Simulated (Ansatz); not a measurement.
# C6H13NO: a ladder of functionals and wavefunction methods

One table from this session's results is given with a row withheld; the runs are named, their logs left out.

The runs use Ansatz 0.2.0, Gaussian basis; functionals in def2-TZVPP, the program's frozen cores in correlated methods.

Plan: LDA (SPW92), PBE-D4, revPBE-D4, BLYP-D4, r2SCAN-D4, B97M-V, PBE0-D4, B3LYP-D4, r2SCANh-D4, r2SCAN0-D4, HSE06-D4, BHLYP-D4, CAM-B3LYP-D4, LC-ωPBE, ωB97X-V, ωB97M-V, B2PLYP, PBE-QIDH; CCSD(T)/def2-SVP; CCSD(T)/def2-TZVPP; MP2/def2-QZVPP; extrapolation to the limit; RPA on PBE.

## The geometry

An earlier PBE0-D4 in a triple-zeta def2 set relaxation fixed the geometry.

SMILES `CCCC(=O)N(C)C`, 21 atoms, charge 0, spin multiplicity 1.

Atoms are counted from 1 here; the program's logs count them from 0.

Bond lengths: C1–C2 1.518 Å, C1–H9 1.094 Å, C1–H10 1.092 Å, C1–H11 1.094 Å, C2–C3 1.517 Å, C2–H12 1.093 Å, C2–H13 1.093 Å, C3–C4 1.518 Å, C3–H14 1.096 Å, C3–H15 1.096 Å, C4–O5 1.218 Å, C4–N6 1.364 Å, N6–C7 1.441 Å, N6–C8 1.438 Å, C7–H16 1.096 Å, C7–H17 1.087 Å, C7–H18 1.095 Å, C8–H19 1.097 Å and more. Angles: C2–C1–H9 111.4°, C2–C1–H10 111.2°, C2–C1–H11 111.4°, H9–C1–H10 107.6°, H9–C1–H11 107.4°, H10–C1–H11 107.6°, C1–C2–C3 112.1°, C1–C2–H12 110.5°, C1–C2–H13 110.5°, C3–C2–H12 109.1°, C3–C2–H13 109.1°, H12–C2–H13 105.5°, C2–C3–C4 112.4°, C2–C3–H14 109.9°, C2–C3–H15 109.9°, C4–C3–H14 109.3°, C4–C3–H15 109.3°, H14–C3–H15 105.9° and more.

Set-up of the first run:

in.yaml

```yaml
crystal:
  periodic: [false, false, false]
  atoms:
    - {symbol: C, position_ang: [1.611275, 0.114458, -2.874863]}
    - {symbol: C, position_ang: [0.567458, -0.556943, -2.000241]}
    - {symbol: C, position_ang: [0.431723, 0.123230, -0.651602]}
    - {symbol: C, position_ang: [-0.609373, -0.542770, 0.229612]}
    - {symbol: O, position_ang: [-1.236738, -1.510086, -0.163011]}
    - {symbol: N, position_ang: [-0.811363, -0.013349, 1.470318]}
    - {symbol: C, position_ang: [-1.778443, -0.622949, 2.348010]}
    - {symbol: C, position_ang: [-0.101830, 1.110018, 2.019358]}
    - {symbol: H, position_ang: [1.358578, 1.161646, -3.066557]}
    - {symbol: H, position_ang: [1.698114, -0.385722, -3.841785]}
    - {symbol: H, position_ang: [2.598833, 0.096400, -2.404108]}
    - {symbol: H, position_ang: [-0.404873, -0.558399, -2.498497]}
    - {symbol: H, position_ang: [0.818282, -1.609034, -1.845418]}
    - {symbol: H, position_ang: [1.398486, 0.122808, -0.134452]}
    - {symbol: H, position_ang: [0.166808, 1.178018, -0.791311]}
    - {symbol: H, position_ang: [-1.294514, -0.993364, 3.258528]}
    - {symbol: H, position_ang: [-2.247278, -1.453081, 1.825787]}
    - {symbol: H, position_ang: [-2.543896, 0.104048, 2.639707]}
    - {symbol: H, position_ang: [0.484448, 0.811235, 2.896729]}
    - {symbol: H, position_ang: [0.575076, 1.547411, 1.291857]}
    - {symbol: H, position_ang: [-0.805469, 1.887022, 2.338938]}
basis:
  gaussian: {orbitals: def2-TZVPP}
hamiltonian: {xc: lda}
output: {orbitals: {seedname: orbitals}}
```

Command:

```sh
$ ansatz run in.yaml --threads 2 --pin off --events-out ev --progress --plain --max-ram 22528MiB --backend cuda --devices 0, --max-vram 18GiB
```

Among the steps run: LDA; PBE-D4 (GGA); revPBE-D4 (GGA); BLYP-D4 (GGA); r2SCAN-D4 (meta-GGA); B97M-V (meta-GGA); PBE0-D4 (hybrid); B3LYP-D4 (hybrid); r2SCANh-D4 (hybrid); r2SCAN0-D4 (hybrid); HSE06-D4 (hybrid); BHLYP-D4 (hybrid); CAM-B3LYP-D4 (range-separated); LC-ωPBE (range-separated); ωB97X-V (range-separated); ωB97M-V (range-separated); B2PLYP (double hybrid); PBE-QIDH (double hybrid).

One of the session's tables, all rows but one given; the rest of the session is left out.

It belongs to the step «Frontier levels by functional». 

```
  functional  HOMO (eV)  LUMO (eV)  gap (eV)
 LDA (SPW92)      -5.70      -0.43      5.28
      PBE-D4      -5.50      -0.20      5.31
   revPBE-D4      -5.42      -0.10      5.32
     BLYP-D4          ?          ?         ?
   r2SCAN-D4      -5.81       0.08      5.88
      B97M-V      -5.93       0.11      6.04
     PBE0-D4      -6.86       0.87      7.74
    B3LYP-D4      -6.66       0.56      7.22
  r2SCANh-D4      -6.30       0.47      6.77
  r2SCAN0-D4      -7.04       1.05      8.09
    HSE06-D4      -6.46       0.49      6.95
    BHLYP-D4      -8.09       1.46      9.55
CAM-B3LYP-D4      -8.23       1.63      9.86
     LC-ωPBE      -9.52       2.95     12.48
     ωB97X-V      -9.20       2.72     11.92
     ωB97M-V      -9.13       2.29     11.41
```

Estimate the missing values for BLYP-D4.

Worked estimate for «HOMO (eV)». Against the share of exact exchange, B3LYP-D4 (0.2, -6.66), BHLYP-D4 (0.5, -8.09) give a slope of -4.77 per unit share; at 0 the line stands at -5.71.

**Answer.** HOMO (eV): -5.40; LUMO (eV): -0.09; gap (eV): 5.30. In «HOMO (eV)» the line misses by -0.31.
